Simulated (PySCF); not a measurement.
# C4H10Si: the cost of one run

The runs use PySCF 2.14.0, with density-fitted response routines of our own; the level of theory stands in each step. All values are computed, except where a source is named. Atoms count from 0, in the outputs and in this text.

### Step 1. The molecule as given

15 atoms, charge 0, multiplicity 1; geometry from: GFN2-xTB. The atoms were then displaced at random by about 0.01 Å, so the start is not that level's minimum.

Bonds of the start (Å): C0–C1 1.55, C1–C2 1.52, C2–Si3 1.95, Si3–C4 1.93, C4–C0 1.50, C0–H5 1.09, C0–H6 1.10, C1–H7 1.09, C1–H8 1.08, C2–H9 1.07, C2–H10 1.10, Si3–H11 1.44, Si3–H12 1.43, C4–H13 1.07, C4–H14 1.10.

### Step 2. Optimising the geometry at PBE0-D3(BJ)/def2-SVP

Job settings and geometry (Å):

```
{"job": {"xc": "PBE0", "basis": "def2-SVP", "d3": "d3bj", "grid": 1, "shake": 0.01, "kind": "geom"}, "charge": 0, "multiplicity": 1}
C     -0.936210    -0.876890    -0.224860
C     -1.141460     0.602800     0.179460
C      0.083970     1.379180    -0.281750
Si     1.587810     0.184180     0.025650
C      0.405500    -1.327680     0.270400
H     -1.769710    -1.467440     0.159400
H     -0.970600    -0.921490    -1.319060
H     -1.203400     0.666960     1.264760
H     -2.051870     1.032380    -0.225050
H      0.014500     1.615240    -1.324380
H      0.177220     2.327090     0.263430
H      2.444900     0.055650    -1.126140
H      2.305040     0.518530     1.218010
H      0.708900    -2.222980    -0.227460
H      0.330070    -1.582900     1.340340
```

Run with:

```sh
> OMP_NUM_THREADS=1 python probes_run.py task.json out
```

One launch serves the whole session: the jobs run in the order shown.

**Question.** How long does this first job take on 1 thread of Arm Neoverse V1, shared host, and how much memory does it need?

About 29 s, with a peak of 0.5 GiB.
